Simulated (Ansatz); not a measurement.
**BaSi3 (AuCu3 type): exact exchange against the cheap answer**

The task here is to estimate one member of a computed series from the others.

Program: Ansatz 0.2.0. Level of theory: DFT at several levels, plane waves, PAW. These are calculated values, not measurements.

2 further runs of the same task are left out: 2 set aside as unsound or not needed.

## The system as given

It takes space group Pm-3m (No. 221, cubic). The conventional cell has a = 4.488 Å, b = 4.488 Å, c = 4.488 Å, α = 90.00°, β = 90.00°, γ = 90.00°. Around Ba (site symmetry m-3m) lie 12 Si at 3.17 Å. Around Si (site symmetry 4/mmm) lie 4 Ba at 3.17 Å and 8 Si at 3.17 Å.

Structure file:

```
Ba Si
1.0
     4.48798    0.00000    0.00000
     0.00000    4.48798    0.00000
     0.00000    0.00000    4.48798
Ba Si
1 3
Cartesian
  0.0000 0.0000 0.0000
  0.0000 2.2440 2.2440
  2.2440 2.2440 0.0000
  2.2440 0.0000 2.2440
```

This cell comes from an earlier session at PBE: 22.599 Å³/atom at -0.02 GPa, on a 6×6×6 mesh, metallic.

The cell stays fixed from here on.

Levels to run, all on a 4×4×4 mesh: PBE; PBE0 form (fraction 0.35); PBE0; r²SCAN50. Hardware: 4 threads of Arm Neoverse N1, shared host.

The first run:

Contents of input.yaml:

```yaml
crystal:
  lattice:
    - [4.4879836367, 0.0, 0.0]
    - [0.0, 4.4879836367, 0.0]
    - [0.0, 0.0, 4.4879836367]
  atoms:
    - { symbol: Ba, position: [0.0, 0.0, 0.0] }
    - { symbol: Si, position: [0.0, 0.5, 0.5] }
    - { symbol: Si, position: [0.5, 0.5, 0.0] }
    - { symbol: Si, position: [0.5, 0.0, 0.5] }
basis:
  ecutwfc: 420
  ecutrho_ratio: 4
kpoints:
  mp_grid: { grid: [4, 4, 4] }
hamiltonian:
  xc: pbe
scf:
  occupations: { method: gaussian, width: 0.05 }
output:
  forces: true
  stress: true
  eigenvalues: true
  populations: true
  write_density: true
  write_potential: true
  elf: true
  volumetric_format: npy
```

Command:

```bash
$ ansatz run input.yaml --threads 4 --pin off --max-ram 6144MiB --backend cpu --events-out ev --progress --plain --runs-dir out
```

Among the steps run: PBE; PBE0 form (fraction 0.35); PBE0; r²SCAN50.

One table of the session follows, with a row left open; its other results are not shown here.

It belongs to the step «The sweep». 

```
                    level  pressure (GPa)
                      PBE               ?
PBE0 form (fraction 0.35)            -3.0
                     PBE0            -2.4
                 r²SCAN50            -3.1
```

Q: Estimate the row for PBE from the others.

The run gave: pressure (GPa): -1.1. In the column «pressure (GPa)» it is the highest.

Every hybrid shown leaves the cell metallic on this mesh. «metal» means no gap on the mesh; bands that overlap can still move apart without opening one. The cutoffs differ: 500 eV for r²SCAN50, 420 eV otherwise. Gaps are over this coarse mesh alone, and total energies of different levels can't be compared. The program warned that the SCF threshold is loose for the stress of this hybrid run. For a metal under a hybrid functional this mesh is coarse.

Caveats from the session: Warnings in the runs' records: filled band counts differ across k points, stress scf threshold loose, stress exchange threshold loose.
